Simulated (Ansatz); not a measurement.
# Nb2SiO3: the cost of one run

Method: DFT PBE, scalar-relativistic, plane waves, PAW, unless a step names another level, in Ansatz 0.2.0.

7 further runs of the same task are left out: 7 set aside as unsound or not needed.

## (1) Plan

Pauling electronegativities: Nb 1.60, Si 1.90, O 3.44 (spread 1.84). The formula balances with common oxidation states: Nb +5, O -2, Si -4. Tabulated atomic sizes suggest about 12 Å³/atom. 31 candidates were drawn, by swapping species into database cells of other compounds, at random by space group and Wyckoff sites, or by hand, as the table says:

| name | made from | space group no. | Wyckoff sites | atoms (primitive cell) | V (Å³/atom) |
| --- | --- | --- | --- | --- | --- |
| c01 | database cell of CeAl3Pt2 | 191 | Nb 2c; Si 1a; O 3g | 6 | 12.4 |
| c02 | database cell of Dy2Ga3Cu | 156 | Nb 1b, 1b; Si 1a; O 1c, 1c, 1a | 6 | 12.2 |
| c03 | built by hand: anatase, Si/O ordered | 44 | Nb 2b, 2a; Si 2a; O 2b, 2b, 2a | 6 | 11.9 |
| c04 | random | 191 | Nb 2e; Si 1b; O 2c, 1a | 6 | 12.9 |
| c05 | random | 191 | Nb 2e; Si 1a; O 3g | 6 | 14.7 |
| c06 | built by hand: rutile NbO2, Si/O ordered | 38 | Nb 2b, 2a; Si 2a; O 2a, 4e | 6 | 11.9 |
| c07 | random | 156 | Nb 1c, 1a; Si 1b; O 3d | 6 | 13.2 |
| c08 | built by hand: rocksalt with MoPt2-type cation order | 71 | Nb 4i; Si 2a; O 4j, 2d | 6 | 11.9 |
| c09 | random | 99 | Nb 2c; Si 1a; O 2c, 1a | 6 | 13.4 |
| c10 | database cell of Dy2CuAg3 | 99 | Nb 1a, 1b; Si 1b; O 1a, 1a, 1b | 6 | 12.4 |
| c11 | random | 191 | Nb 2c; Si 1b; O 3g | 6 | 13.1 |
| c12 | database cell of Hf2GaSb3 | 115 | Nb 2g; Si 1b; O 2g, 1a | 6 | 11.1 |
| c13 | built by hand: baddeleyite NbON, Si/O ordered | 7 | Nb 2a, 2a; Si 2a; O 2a, 2a, 2a | 12 | 11.9 |
| c14 | database cell of Ti2AlSi3 | 38 | Nb 2a, 2b; Si 2a; O 2b, 2a, 2b | 6 | 12.1 |
| c15 | database cell of Hf2Ga3Ni | 8 | Nb 2a, 2a; Si 2a; O 2a, 2a, 2a | 6 | 11.7 |
| c16 | database cell of Nd2Ge3Rh | 25 | Nb 1d, 1c; Si 1b; O 1a, 1a, 1b | 6 | 13.0 |
| c17 | random | 38 | Nb 2b, 2a; Si 2a; O 4e, 2b | 6 | 14.7 |
| c18 | random | 47 | Nb 1e, 1g; Si 1f; O 2q, 1a | 6 | 15.3 |
| c19 | database cell of Li2HfO3 | 12 | Nb 4i; Si 2a; O 4i, 2b | 6 | 11.6 |
| c20 | built by hand: fluorite, Si/O ordered | 115 | Nb 2g; Si 1b; O 1c, 1a, 1d | 6 | 11.9 |
| c21 | database cell of ErGa2Cu3 | 65 | Nb 4f; Si 2b; O 4i, 2d | 6 | 11.4 |
| c22 | database cell of YB2Ir3 | 12 | Nb 4g; Si 2a; O 4f, 2d | 6 | 12.0 |
| c23 | random | 183 | Nb 2b; Si 1a; O 1a, 1a, 1a | 6 | 13.7 |
| c24 | database cell of NaNd2Se3 | 71 | Nb 4i; Si 2a; O 4j, 2d | 6 | 12.3 |
| c25 | random | 187 | Nb 1b, 1e; Si 1a; O 2i, 1f | 6 | 14.2 |
| c26 | random | 107 | Nb 4b; Si 2a; O 2a, 4b | 6 | 13.4 |
| c27 | database cell of CaB2Rh3 | 191 | Nb 2d; Si 1b; O 3f | 6 | 12.2 |
| c28 | random | 123 | Nb 1c, 1b; Si 1a; O 2g, 1d | 6 | 15.2 |
| c29 | database cell of Zr2CoMo3 | 166 | Nb 6c; Si 3b; O 9e | 6 | 13.3 |
| c30 | random | 191 | Nb 2e; Si 1a; O 3f | 6 | 12.6 |
| c31 | database cell of K2NaCl3 | 139 | Nb 4e; Si 2a; O 4e, 2b | 6 | 12.4 |

## (2) Screening run of c05

input.yaml reads:

```yaml
crystal:
  lattice:
    - [3.61232195, 0.0, 0.0]
    - [-1.80616098, 3.12836258, 0.0]
    - [0.0, 0.0, 7.82691348]
  atoms:
    - { symbol: Nb, position: [0.0, 0.0, 0.36384278] }
    - { symbol: Nb, position: [0.0, 0.0, 0.63615722] }
    - { symbol: Si, position: [0.0, 0.0, 0.0] }
    - { symbol: O, position: [0.5, 0.0, 0.5] }
    - { symbol: O, position: [0.0, 0.5, 0.5] }
    - { symbol: O, position: [0.5, 0.5, 0.5] }
basis:
  ecutwfc: 420
kpoints:
  mp_grid: { grid: [4, 4, 2] }
hamiltonian:
  xc: pbe
scf:
  occupations: { method: gaussian, width: 0.15 }
  lower_state_search: "off"
output:
  forces: true
  stress: true
  eigenvalues: true
relax:
  adjacent_minimum: "off"
  f_tol: 0.08
  max_steps: 16
  cell: { stress_tol: 0.8 }
```

On the command line:

```console
> ansatz run input.yaml --threads 1 --pin off --max-ram 2560MiB --backend cpu --events-out ev --progress --plain --runs-dir out
```

What time and memory should one allow on 1 thread of AMD EPYC 9R45 (Zen 5), shared host?

About 9.3 s, with a peak of 0.4 GiB.
